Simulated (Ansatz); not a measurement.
The system is Hf2Pd2Se2Br2O3.

```
CELL_PARAMETERS angstrom
7.58666 -1.70971 -1.17576
7.58666 1.70971 -1.17576
-2.02446 0.00000 13.05155
ATOMIC_POSITIONS crystal
Hf 0.94514 0.94514 0.06144
Hf 0.60628 0.60628 0.28309
Pd 0.17920 0.17920 0.50964
Pd 0.32286 0.32286 0.74307
Se 0.92232 0.92232 0.84566
Se 0.78991 0.78991 0.58800
Br 0.58645 0.58645 0.04520
Br 0.24604 0.24604 0.28651
O 0.59701 0.59701 0.42127
O 0.38554 0.38554 0.07302
O 0.03094 0.03094 0.22169
```

The cell was built by a generator and needn't be a form met in nature.

Program: Ansatz 0.2.0. Alike in all runs: potentials or basis all-electron LAPW, scalar-relativistic; no spin polarisation; cell as given; cutoff (eV) 501; smearing fermi-dirac 0.05 eV; basis error allowed 0.002 eV/atom.

Order these runs on this cell by their pressure, lowest first.
A. level LDA; k mesh 6 × 6 × 2
B. level PBE+U; U Hf d U = 6 eV, Pd d U = 6 eV; k mesh 6 × 6 × 2
C. level PBEsol; k mesh 6 × 6 × 2
D. level PBE; k mesh 8 × 8 × 2

A (-4.3 GPa), C (-2.5 GPa), D (0.0 GPa), B (2.1 GPa).

Caveats: U is the effective U less J, on atomic orbitals that reach past the spheres (some runs).

Not every run made on this cell is shown here.
